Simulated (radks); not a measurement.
# A spherical quantum dot from 1 to 12 electrons

Which level does each new electron take in a Woods-Saxon well (radius 3.1 bohr*, depth 6.96 hartree*, edge 0.31 bohr*), with a point charge of +1 at the centre, and at which counts is the dot hardest to charge further? Each count tries a few candidate levels and keeps the lowest.

Method: non-relativistic spin-polarised Kohn-Sham, PBE, spherically averaged shells; computed with radks, version 2.

**1. The system**

```
well                     : a Woods-Saxon well (radius 3.1 bohr*, depth 6.96 hartree*, edge 0.31 bohr*), with a point charge of +1 at the centre
functional               : PBE
levels                   : named by radial order: 1s, 1p, 1d, 2s, 1f and so on
units                    : effective atomic units, hartree* and bohr*
configuration carried in : none
```

The runs that follow: Electron number 1; Electron number 2; Electron number 3; Electron number 4; N = 5; N = 6; 7 electrons; Electron number 8; 9 electrons; N = 10; N = 11; N = 12.

What does the calculation give? Wanted: closed shells at N; largest addition energy; most unpaired electrons; configuration at N = 12.

As calculated:

```
               quantity                                    value
     closed shells at N                                  2 and 8
largest addition energy  1.24 hartree* at N = 2 (of N = 1 to 11)
most unpaired electrons                              4 at N = 12
configuration at N = 12                 1s2 1p6 1d(up 4, down 0)
```

Shells close at N = 2 and 8; the largest second difference falls on N = 2. Among the lowest states kept at each count, up to 4 electrons are unpaired (N = 12), since exchange favours parallel spins. The model keeps every shell spherical, so real clusters and dots, which can deform, may order levels otherwise.
